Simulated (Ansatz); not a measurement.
# B17AuN18: the cost of one run

Computed with Ansatz 0.2.0 (DFT, PBE, plane-wave PAW, default files, scalar-relativistic, as far as a step names no other, unless a step's input says otherwise).

The COD entry's cell or inner coordinates are ideal or old and differ from later refinements, so a difference from it is no clean test against experiment.

## 1. Starting point

It takes space group P-6m2 (No. 187, hexagonal). The conventional cell has a = 7.495 Å, b = 7.495 Å, c = 6.636 Å, α = 90.00°, β = 90.00°, γ = 120.00°. Around Au (site symmetry -6m2) lie 3 N at 1.44 Å. B (site symmetry m) has 3 N at 1.44 Å as nearest neighbours. B (site symmetry -6m2) is surrounded by 3 N at 1.44 Å. B (site symmetry mm2) is surrounded by 3 N at 1.44 Å. N (site symmetry -6m2) is surrounded by 3 B at 1.44 Å. Only part of the 14 independent sites is listed.

As a file:

```cif
data_structure
_symmetry_space_group_name_H-M 'P 1'
_symmetry_Int_Tables_number 1
_cell_length_a 7.4947
_cell_length_b 7.4947
_cell_length_c 6.6357
_cell_angle_alpha 90.000
_cell_angle_beta 90.000
_cell_angle_gamma 120.000
_cell_volume 322.80
loop_
_atom_site_label
_atom_site_type_symbol
_atom_site_fract_x
_atom_site_fract_y
_atom_site_fract_z
_atom_site_occupancy
Au1 Au 0.11111 0.22222 0.25000 1
B1 B 0.11111 0.55556 0.25000 1
B2 B 0.11111 0.88889 0.25000 1
B3 B 0.44444 0.22222 0.25000 1
B4 B 0.44444 0.55556 0.25000 1
B5 B 0.44444 0.88889 0.25000 1
B6 B 0.77778 0.22222 0.25000 1
B7 B 0.77778 0.55556 0.25000 1
B8 B 0.77778 0.88889 0.25000 1
B9 B 0.22222 0.11111 0.75000 1
B10 B 0.22222 0.44444 0.75000 1
B11 B 0.22222 0.77778 0.75000 1
B12 B 0.55556 0.11111 0.75000 1
B13 B 0.55556 0.44444 0.75000 1
B14 B 0.55556 0.77778 0.75000 1
B15 B 0.88889 0.11111 0.75000 1
B16 B 0.88889 0.44444 0.75000 1
B17 B 0.88889 0.77778 0.75000 1
N1 N 0.11111 0.22222 0.75000 1
N2 N 0.11111 0.55556 0.75000 1
N3 N 0.11111 0.88889 0.75000 1
N4 N 0.44444 0.22222 0.75000 1
N5 N 0.44444 0.55556 0.75000 1
N6 N 0.44444 0.88889 0.75000 1
N7 N 0.77778 0.22222 0.75000 1
N8 N 0.77778 0.55556 0.75000 1
N9 N 0.77778 0.88889 0.75000 1
N10 N 0.22222 0.11111 0.25000 1
N11 N 0.22222 0.44444 0.25000 1
N12 N 0.22222 0.77778 0.25000 1
N13 N 0.55556 0.11111 0.25000 1
N14 N 0.55556 0.44444 0.25000 1
N15 N 0.55556 0.77778 0.25000 1
N16 N 0.88889 0.11111 0.25000 1
N17 N 0.88889 0.44444 0.25000 1
N18 N 0.88889 0.77778 0.25000 1
```

Atom 1 of the input is the impurity.

## 2. First run, atoms as given

input.yaml reads:

```yaml
crystal:
  lattice:
    - [7.49472, 0.0, 0.0]
    - [-3.74736, 6.4906179144, 0.0]
    - [0.0, 0.0, 6.6357]
  atoms:
    - { symbol: Au, position: [0.1111111111, 0.2222222222, 0.25] }
    - { symbol: B, position: [0.1111111111, 0.5555555556, 0.25] }
    - { symbol: B, position: [0.1111111111, 0.8888888889, 0.25] }
    - { symbol: B, position: [0.4444444444, 0.2222222222, 0.25] }
    - { symbol: B, position: [0.4444444444, 0.5555555556, 0.25] }
    - { symbol: B, position: [0.4444444444, 0.8888888889, 0.25] }
    - { symbol: B, position: [0.7777777778, 0.2222222222, 0.25] }
    - { symbol: B, position: [0.7777777778, 0.5555555556, 0.25] }
    - { symbol: B, position: [0.7777777778, 0.8888888889, 0.25] }
    - { symbol: B, position: [0.2222222222, 0.1111111111, 0.75] }
    - { symbol: B, position: [0.2222222222, 0.4444444444, 0.75] }
    - { symbol: B, position: [0.2222222222, 0.7777777778, 0.75] }
    - { symbol: B, position: [0.5555555556, 0.1111111111, 0.75] }
    - { symbol: B, position: [0.5555555556, 0.4444444444, 0.75] }
    - { symbol: B, position: [0.5555555556, 0.7777777778, 0.75] }
    - { symbol: B, position: [0.8888888889, 0.1111111111, 0.75] }
    - { symbol: B, position: [0.8888888889, 0.4444444444, 0.75] }
    - { symbol: B, position: [0.8888888889, 0.7777777778, 0.75] }
    - { symbol: "N", position: [0.1111111111, 0.2222222222, 0.75] }
    - { symbol: "N", position: [0.1111111111, 0.5555555556, 0.75] }
    - { symbol: "N", position: [0.1111111111, 0.8888888889, 0.75] }
    - { symbol: "N", position: [0.4444444444, 0.2222222222, 0.75] }
    - { symbol: "N", position: [0.4444444444, 0.5555555556, 0.75] }
    - { symbol: "N", position: [0.4444444444, 0.8888888889, 0.75] }
    - { symbol: "N", position: [0.7777777778, 0.2222222222, 0.75] }
    - { symbol: "N", position: [0.7777777778, 0.5555555556, 0.75] }
    - { symbol: "N", position: [0.7777777778, 0.8888888889, 0.75] }
    - { symbol: "N", position: [0.2222222222, 0.1111111111, 0.25] }
    - { symbol: "N", position: [0.2222222222, 0.4444444444, 0.25] }
    - { symbol: "N", position: [0.2222222222, 0.7777777778, 0.25] }
    - { symbol: "N", position: [0.5555555556, 0.1111111111, 0.25] }
    - { symbol: "N", position: [0.5555555556, 0.4444444444, 0.25] }
    - { symbol: "N", position: [0.5555555556, 0.7777777778, 0.25] }
    - { symbol: "N", position: [0.8888888889, 0.1111111111, 0.25] }
    - { symbol: "N", position: [0.8888888889, 0.4444444444, 0.25] }
    - { symbol: "N", position: [0.8888888889, 0.7777777778, 0.25] }
kpoints:
  mp_grid: { grid: [3, 3, 3] }
scf:
  occupations: { method: fermi_dirac, width: 0.01 }
hamiltonian:
  xc: pbe
  pseudopotentials: { kind: paw }
output:
  forces: true
  stress: true
  populations: true
  efg:
    quadrupole_moments_barn: { Au: 0.547, B: 0.04059, "N": 0.02044 }
    contact_densities: true
```

Run with:

```console
ansatz run input.yaml --threads 1 --pin off --max-ram 2560MiB --backend cpu --events-out ev --progress --plain --runs-dir out
```

**Question.** How long does this run take on 1 thread of Arm Neoverse V1, shared host, and how much memory does it need?

About 50 s, with a peak of 0.66 GiB.
